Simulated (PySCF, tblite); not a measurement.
# C₈H₁₂Ge: geometry, infrared bands and NMR shifts

Wanted: the infrared bands and NMR shifts of C₈H₁₂Ge (`C=C=C=C([CH2][GeH3])CC=C`), by calculation.

Computed with tblite 0.8.0 and PySCF 2.14.0, with density-fitted response routines of our own, on a single molecule in the gas phase. Atoms count from 0, in the outputs and in this text.

## (1) Starting geometry

21 atoms, charge 0, multiplicity 1; geometry from: force field or distance geometry start.

Bonds of the start (Å): C0–C1 1.32, C1–C2 1.28, C2–C3 1.33, C3–C4 1.45, C4–Ge5 1.93, C3–C6 1.47, C6–C7 1.47, C7–C8 1.33, C0–H9 1.08, C0–H10 1.08, C4–H11 1.13, C4–H12 1.10, Ge5–H13 1.58, Ge5–H14 1.54, Ge5–H15 1.54, C6–H16 1.10, C6–H17 1.11, C7–H18 1.09, C8–H19 1.08, C8–H20 1.09.

## (2) Relaxing the molecule with GFN2-xTB

Job settings and geometry (Å):

```
{"job": {"kind": "relax", "xc": "GFN2-xTB", "basis": "xTB"}, "charge": 0, "multiplicity": 1}
C      3.615200    -2.303300    -0.215600
C      2.520800    -1.565300    -0.172600
C      1.448800    -0.863900    -0.116600
C      0.329400    -0.151100    -0.091600
C      0.279800     1.080200    -0.858500
Ge    -0.044100     2.667000     0.189100
C     -0.778500    -0.662100     0.734100
C     -2.013800    -0.933300    -0.021100
C     -3.179700    -0.340000     0.219700
H      3.789100    -3.016300     0.573500
H      4.302100    -2.183800    -1.045400
H     -0.530900     1.051900    -1.649900
H      1.234500     1.186200    -1.401100
H      1.374100     3.303800     0.463500
H     -0.665700     2.409800     1.571700
H     -0.885800     3.674500    -0.623300
H     -0.456200    -1.595500     1.219400
H     -1.049900     0.143700     1.451200
H     -1.953600    -1.674200    -0.822900
H     -4.016300    -0.620800    -0.403900
H     -3.328300     0.409500     0.999800
```

Launch:

```
$ OMP_NUM_THREADS=1 python probes_run.py task.json out
```

This one command runs all jobs of the session in turn.

**Question.** This job is followed by: GFN2-xTB harmonic vibrations, gas phase; GIAO PBE0/pcSseg-1 NMR shielding, non-relativistic, gas phase. Predict these results of the whole session: strongest single infrared mode (GFN2-xTB); zero-point energy (GFN2-xTB); 13C shifts against TMS (PBE0/pcSseg-1); 1H shifts against TMS (PBE0/pcSseg-1, means over atoms taken as alike); 73Ge shifts against GeMe4 (PBE0/pcSseg-1).

As calculated:

| quantity | value |
| --- | --- |
| strongest single infrared mode (GFN2-xTB) | 774 cm⁻¹, 502 km/mol |
| zero-point energy (GFN2-xTB) | 99.4 kcal/mol |
| 13C shifts against TMS (PBE0/pcSseg-1) | 180.8, 169.5, 145.8, 131.4, 124.9, 93.6, 47.6, 22.4 ppm |
| 1H shifts against TMS (PBE0/pcSseg-1, means over atoms taken as alike) | 6.04, 5.60, 5.48, 5.24, 3.66, 3.16, 2.43 ppm |
| 73Ge shifts against GeMe4 (PBE0/pcSseg-1) | -231 ppm |

In words: Over 160 steps the energy fell by 0.537 eV; of the close pairs, Ge5–H13 changed most, 1.579 to 1.495 Å. No mode is imaginary among the 57: a minimum at this level. The strongest single mode, at 774 cm⁻¹, has its largest shares on H13, H14 and H15 (the list is cut at 3 atoms). GFN2-xTB is a fitted tight-binding method: band positions and strengths are rough. Its intensities can rank the bands wrongly. The most deshielded hydrogen is H18 (hydrogen on an alkene CH), at 6.04 ppm: olefinic region. At PBE0/pcSseg-1: Shielding is most anisotropic at C7 (span 233 ppm, paramagnetic term -216 ppm). Spin-orbit coupling is left out, which matters for shieldings and couplings at and beside the heavy atoms.
